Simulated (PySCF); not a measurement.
# A diatomic session: PmBr

One table from this session's results is given with a row withheld; the runs are named, their logs left out.

Program: PySCF 2.14.0. Level of theory: Pm x2c-SVPall, Br x2c-SVPall, spin-free X2C with a Gaussian nucleus. These are calculated values, not measurements.

The first run:

The job is set up so:

```yaml
atoms: Pm, Br
charge: 0
basis: Pm x2c-SVPall, Br x2c-SVPall
Hamiltonian: spin-free X2C with a Gaussian nucleus
basis_functions: 117
electrons_treated: 96
masses_in_u: 144.9127, 78.9183
levels: PBE0, PBE, r²SCAN, MN15, TPSSh, ωB97X, HF, MP2, SCS-MP2
grid: 80 radial by 434 angular points
occupations: held fixed by the projection of orbital angular momentum
dissociation_limit: Pm + Br, each in its ground configuration
starting_distance_in_angstrom: 2.655
values_of_2S_to_try: 4, 6, 8
```

Started as:

```sh
> OMP_NUM_THREADS=4 python dia.py task.json out
```

Steps of the session up to this table: The job; PBE0 along the bond; Other states along the same grid; PBE; r²SCAN (meta-GGA); MN15 (hybrid meta-GGA); TPSSh (hybrid meta-GGA); ωB97X (range-separated hybrid); UHF.

One table of the session follows, with a row left open; its other results are not shown here.

```
      level  Re (Å)  ωe (cm⁻¹)  De (eV)
        UHF   2.831      191.5     3.53
    UHF-MP2   2.710      213.2     3.97
UHF-SCS-MP2   2.736      208.5     3.75
        PBE   2.714      204.9     4.26
     r²SCAN   2.724      206.4     4.61
      TPSSh   2.727      204.8     4.34
       PBE0       ?          ?        ?
       MN15   2.708      206.6     3.63
      ωB97X   2.750      202.0     3.73
```

Estimate the missing values for PBE0.

As computed: Re (Å): 2.725; ωe (cm⁻¹): 205.2; De (eV): 4.21. In the column «Re (Å)» it lies between r²SCAN (2.724) and TPSSh (2.727).

De is counted to Pm + Br in their ground configurations.
